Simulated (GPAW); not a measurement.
## Cd2S in GPAW: the effect of strain biaxial xy

Crystal: Cd2S.

```xyz
3
Lattice="3.8042 0.0000 0.0000 -1.9021 3.2945 0.0000 0.0000 0.0000 5.8092" Properties=species:S:1:pos:R:3 pbc="T T T"
Cd    0.0000    2.1963    5.4183
Cd    1.9021    1.0982    3.3620
S     0.0000    2.1963    2.1245
```

The cell comes from a database or a generator and needn't be the stable form of this composition.

Alike in all runs:

| Quantity | Value |
| --- | --- |
| Program | GPAW 26.7.0 |
| Task | band structure |
| Functional | PBEsol |
| Potentials or basis | PAW data sets generated in the run's folder for this functional |
| Cutoff | 600 eV |
| Basis | pw |
| k mesh | 5 × 5 × 3 |
| Occupations | fermi-dirac, width 0.05 eV |
| Spin | no spin polarisation |
| Maxiter | 150 |
| Band path | GMKGALHA,LM,KH |
| Band points | 60 |

```csv
strain biaxial xy,pressure (GPa),largest force (eV/Å)
-0.04,-0.4,0.31
-0.02,?,?
-0.01,-2.9,0.05
0,-3.5,0.11
0.01,-4.1,0.17
0.02,-4.6,0.23
0.04,-5.3,0.32
```

Q: What does the run with strain biaxial xy -0.02 give?

A: Pressure -2.1 GPa; largest force 0.08 eV/Å.

Worked out: A parabola through the other rows of the pressure, of slope -78.2 GPa per unit of strain biaxial xy there, gives -2.1 GPa, against the run's -2.1. The largest force follows no smooth curve through the other rows.

Caveats: some runs use coarse meshes; the density grid can change from cell to cell, which puts small steps into energies and stress.
